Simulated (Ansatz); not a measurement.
# SnTe: the cost of one run

Program: Ansatz 0.2.0. Level of theory: DFT LDA, scalar-relativistic, plane waves, PAW. These are calculated values, not measurements.

## (1) The structure to begin with

The structure is cubic, space group Fm-3m (No. 225). Conventional cell: a = 6.313 Å, b = 6.313 Å, c = 6.313 Å, α = 90.00°, β = 90.00°, γ = 90.00°. Sn (site symmetry m-3m) is surrounded by 6 Te at 3.16 Å. Te (site symmetry m-3m) is surrounded by 6 Sn at 3.16 Å.

Structure file:

```cif
data_structure
_symmetry_space_group_name_H-M 'P 1'
_symmetry_Int_Tables_number 1
_cell_length_a 4.4640
_cell_length_b 4.4640
_cell_length_c 4.4640
_cell_angle_alpha 60.000
_cell_angle_beta 60.000
_cell_angle_gamma 60.000
_cell_volume 62.90
loop_
_atom_site_label
_atom_site_type_symbol
_atom_site_fract_x
_atom_site_fract_y
_atom_site_fract_z
_atom_site_occupancy
Sn1 Sn 0.00000 0.00000 0.00000 1
Te1 Te 0.50000 0.50000 0.50000 1
```

Source of the structure: the Crystallography Open Database.

## (2) Quick check of gap, pressure and forces

File input.yaml:

```yaml
crystal:
  lattice:
    - [0.0, 3.1565, 3.1565]
    - [3.1565, 0.0, 3.1565]
    - [3.1565, 3.1565, 0.0]
  atoms:
    - { symbol: Sn, position: [0.0, 0.0, 0.0] }
    - { symbol: Te, position: [0.5, 0.5, 0.5] }
basis:
  ecutwfc: 420
kpoints:
  mp_grid: { grid: [6, 6, 6] }
hamiltonian:
  xc: lda
scf:
  occupations: { method: gaussian, width: 0.1 }
output:
  forces: true
  stress: true
  eigenvalues: true
```

Command:

```console
$ ansatz run input.yaml --threads 1 --pin off --max-ram 1228MiB --backend cpu --events-out ev --progress --plain --runs-dir out
```

Q: Estimate wall time and peak memory on 1 thread of an Arm CPU, shared host.

About 1.6 s, with a peak of 0.29 GiB.
